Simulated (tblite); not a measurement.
# C3H9B3FN3: the cost of one run

Computed with tblite 0.8.0 and PySCF 2.14.0, with density-fitted response routines of our own, on a single molecule in the gas phase. Atoms count from 0, in the outputs and in this text.

**1. The molecule as given**

19 atoms, charge 0, multiplicity 1; geometry from: force field or distance geometry start.

Bonds of the start (Å): C0–C1 1.34, C1–B2 1.54, B2–N3 1.50, N3–B4 1.55, B4–N5 1.53, N5–C6 1.44, N5–B7 1.52, B7–F8 1.45, B7–N9 1.51, N9–B2 1.50, C0–H10 1.09, C0–H11 1.09, C1–H12 1.10, N3–H13 1.04, B4–H14 1.19, C6–H15 1.10, C6–H16 1.10, C6–H17 1.11, N9–H18 1.04.

**2. Relaxing the molecule with GFN2-xTB**

The job: settings as JSON, then the geometry in Å.

```
{"job": {"kind": "relax", "xc": "GFN2-xTB", "basis": "xTB"}, "charge": 0, "multiplicity": 1}
C      3.240200     0.367300    -0.666400
C      2.202400     0.823900     0.056000
B      0.896300     0.011100     0.124800
N      0.424400    -0.502100     1.450100
B     -1.117800    -0.545600     1.549600
N     -1.907900    -0.577400     0.240500
C     -2.587400     0.662600    -0.034100
B     -1.056100    -1.068800    -0.915600
F     -1.776800    -1.488800    -2.105700
N      0.327800    -0.529400    -1.159400
H      4.141800     0.978400    -0.671400
H      3.173800    -0.558100    -1.233400
H      2.293900     1.752300     0.633200
H      0.715600     0.172600     2.184900
H     -1.518600    -1.288000     2.386200
H     -2.769400     0.832100    -1.104600
H     -2.094300     1.565600     0.367100
H     -3.598300     0.618200     0.433900
H      1.000700    -1.216400    -1.543000
```

Started as:

```sh
> OMP_NUM_THREADS=1 python probes_run.py task.json out
```

This one command runs all jobs of the session in turn.

**Question.** How long does this first job take on 1 thread of Arm Neoverse N1, shared host, and how much memory does it need?

About 1.2 s, with a peak of 0.18 GiB.
